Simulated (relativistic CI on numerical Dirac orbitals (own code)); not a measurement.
**Tm⁴⁺ (4f11) in crystal fields: levels and magnetism**

Aim: the levels, ground state and powder susceptibility of Tm⁴⁺ in 6 parametric crystal fields.

Program: relativistic CI on numerical Dirac orbitals (own code) version 1. Level of theory: Dirac-Coulomb-Breit CI, KLI orbitals optimised for each configuration, model QED (radiative potential, 1s self-energy scaled to tabulated hydrogen-like ionisation energies), valence Slater integrals scaled by 0.7, one configuration in a parametric crystal field. These are calculated values, not measurements, unless marked.

## Step 1: What is computed

* ion: Tm⁴⁺ (Tm V)
* nuclear charge: 69
* electrons: 65
* open shell: 4f11
* Slater scale: 0.7
* field 1 (cm⁻¹): D3h, B20 = 1380, B40 = 230, B60 = -1100, B66 = 540
* field 2 (cm⁻¹): C2v, B20 = 430, B22 = 340, B40 = -810, B42 = 840, B44 = -270, B60 = 20, B62 = 520, B64 = -260, B66 = -500
* field 3 (cm⁻¹): D4h, B20 = -1600, B40 = 1800, B44 = -1160, B60 = -190, B64 = -960
* field 4 (cm⁻¹): D4h, B20 = 1600, B40 = 2970, B44 = -290, B60 = 430, B64 = 1110
* field 5 (cm⁻¹): C2v, B20 = 250, B22 = -280, B40 = 80, B42 = -410, B44 = -340, B60 = 700, B62 = -330, B64 = -610, B66 = -630
* field 6 (cm⁻¹): Oh, B40 = -2420, B60 = 960

The outer shells:

[Xe] 4f11
```
[Xe] core
4f [↑↓][↑↓][↑↓][↑↓][↑ ][↑ ][↑ ]
```

## Step 2: Field 1: D3h, B20 = 1380, B40 = 230, B60 = -1100, B66 = 540

The run's settings:

```ini
atom Tm  Z=69  charge=4  electrons=65
nucleus A=169  rms_radius_fm=5.2256
hamiltonian dirac-coulomb  breit=on  qed=on  c_scale=1
orbitals kli  potential=per-configuration
slater_scale 0.7
correlation none
mixing on
configurations
  [Xe] 4f11
end
crystal_field D3h B20=1380 B40=230 B60=-1100 B66=540
```

## Step 3: Field 2: C2v, B20 = 430, B22 = 340, B40 = -810, B42 = 840, B44 = -270, B60 = 20, B62 = 520, B64 = -260, B66 = -500

Settings: those of step 2 with these lines changed.

```diff
@@ -10,2 +10,2 @@
 end
-crystal_field D3h B20=1380 B40=230 B60=-1100 B66=540
+crystal_field C2v B20=430 B22=340 B40=-810 B42=840 B44=-270 B60=20 B62=520 B64=-260 B66=-500
```

## Step 4: Field 3: D4h, B20 = -1600, B40 = 1800, B44 = -1160, B60 = -190, B64 = -960

Settings: those of step 3 with these lines changed.

```diff
@@ -10,2 +10,2 @@
 end
-crystal_field C2v B20=430 B22=340 B40=-810 B42=840 B44=-270 B60=20 B62=520 B64=-260 B66=-500
+crystal_field D4h B20=-1600 B40=1800 B44=-1160 B60=-190 B64=-960
```

## Step 5: Field 4: D4h, B20 = 1600, B40 = 2970, B44 = -290, B60 = 430, B64 = 1110

Settings: those of step 4 with these lines changed.

```diff
@@ -10,2 +10,2 @@
 end
-crystal_field D4h B20=-1600 B40=1800 B44=-1160 B60=-190 B64=-960
+crystal_field D4h B20=1600 B40=2970 B44=-290 B60=430 B64=1110
```

## Step 6: Field 5: C2v, B20 = 250, B22 = -280, B40 = 80, B42 = -410, B44 = -340, B60 = 700, B62 = -330, B64 = -610, B66 = -630

Settings: those of step 5 with these lines changed.

```diff
@@ -10,2 +10,2 @@
 end
-crystal_field D4h B20=1600 B40=2970 B44=-290 B60=430 B64=1110
+crystal_field C2v B20=250 B22=-280 B40=80 B42=-410 B44=-340 B60=700 B62=-330 B64=-610 B66=-630
```

## Step 7: Field 6: Oh, B40 = -2420, B60 = 960

Settings: those of step 6 with these lines changed.

```diff
@@ -10,2 +10,2 @@
 end
-crystal_field C2v B20=250 B22=-280 B40=80 B42=-410 B44=-340 B60=700 B62=-330 B64=-610 B66=-630
+crystal_field Oh B40=-2420 B60=960
```

(Steps that only read results are left out.)

**Question.** What will these runs give? Wanted: ground spin; most axial ground doublet.

The runs gave:

| field | ground state | degeneracy | S | J | first gap (cm⁻¹) | stabilisation (cm⁻¹) | χT at 2 K | χT at 300 K |
| --- | --- | --- | --- | --- | --- | --- | --- | --- |
| 1: D3h | - | 2 | 1.47 | 7.50 | 109 | -321 | 5.072 | 11.047 |
| 2: C2v | - | 2 | 1.47 | 7.50 | 51 | -216 | 4.773 | 11.167 |
| 3: D4h | G7 | 2 | 1.47 | 7.50 | 35 | -313 | 5.472 | 11.022 |
| 4: D4h | G7 | 2 | 1.47 | 7.50 | 126 | -362 | 4.303 | 10.956 |
| 5: C2v | - | 2 | 1.47 | 7.50 | 69 | -296 | 6.277 | 11.000 |
| 6: Oh | G7 | 2 | 1.47 | 7.50 | 150 | -524 | 4.472 | 10.565 |

χT is in cm³ K/mol; stabilisation counts from the free ion's lowest level; S and J come from the expectation values of their squares.

| quantity | value |
| --- | --- |
| ground spin (effective S from ⟨S²⟩) | 1: 1.47, 2: 1.47, 3: 1.47, 4: 1.47, 5: 1.47, 6: 1.47 |
| χT at 300 K | 10.57 to 11.17 cm³ K/mol |
| most axial ground doublet | field 5, g = 0.08, 0.14, 14.02 |

What this shows: S of the ground state lies at 1.47: spin-orbit coupling mixes spin states. J stays near 15/2: the field splits the free-ion level without mixing it much with others. The lowest doublet of field 5 is strongly axial. The field is a set of parameters, without covalency or charge transfer.
